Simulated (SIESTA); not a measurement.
## Cu3Ge under changes of volume

One of the cells (13.594 Å³/atom); the others are scaled copies at fixed shape and fractional positions:

```
Ge Cu
1.0
     2.74644    0.00000    0.00000
    -1.37322    2.37849    0.00000
     0.00000    0.00000    8.32425
Ge Cu
1 3
Cartesian
  0.0000 0.0000 0.0000
  1.3732 0.7928 2.1451
  1.3732 0.7928 6.1792
  0.0000 0.0000 4.1621
```

The cell comes from a database or a generator and needn't be the stable form of this composition.

* Program: SIESTA 5.4.2
* Functional: PBEsol
* Potentials or basis: PseudoDojo 0.4 standard (PBEsol files)
* Basis: DZP (energy shift 0.003 Ry; two zetas on semicore shells)
* Grid cutoff: 800 Ry
* Energy shift: 0.003 Ry
* k mesh: 11 × 11 × 4
* Occupations: fermi-dirac, width 0.05 eV
* Spin: no spin polarisation

```tsv
volume (Å³/atom)	energy over the lowest point (meV/atom)	pressure (GPa)	largest force (eV/Å)
12.528	2.02	2.9	0.073
12.795	0.00	-0.4	0.064
13.061	2.94	-3.0	0.076
13.594	20.81	-7.5	0.153
13.861	?	?	?
14.127	51.96	-10.9	0.159
```

Question: What does the run at 13.861 Å³/atom give?

Answer: Energy over the lowest point 34.96 meV/atom; pressure -9.4 GPa; largest force 0.145 eV/Å.

Worked out: A Birch-Murnaghan fit of order 3 (a polynomial in V^(-2/3)) to the other rows has its minimum at 12.76 Å³/atom with B0 = V·E''(V) = 141 GPa and B' = 5.1 at fixed shape and positions, which overstates the stiffness. It gives 34.98 meV/atom at 13.861 Å³/atom, against the run's 34.96, and -dE/dV = -9.4 GPa, against -9.4.

Energies are extrapolated to zero smearing.

Caveats: short orbitals over semicore shells can move pressures by several GPa; the basis of atomic orbitals isn't converged, which shifts pressures, moduli and gaps.
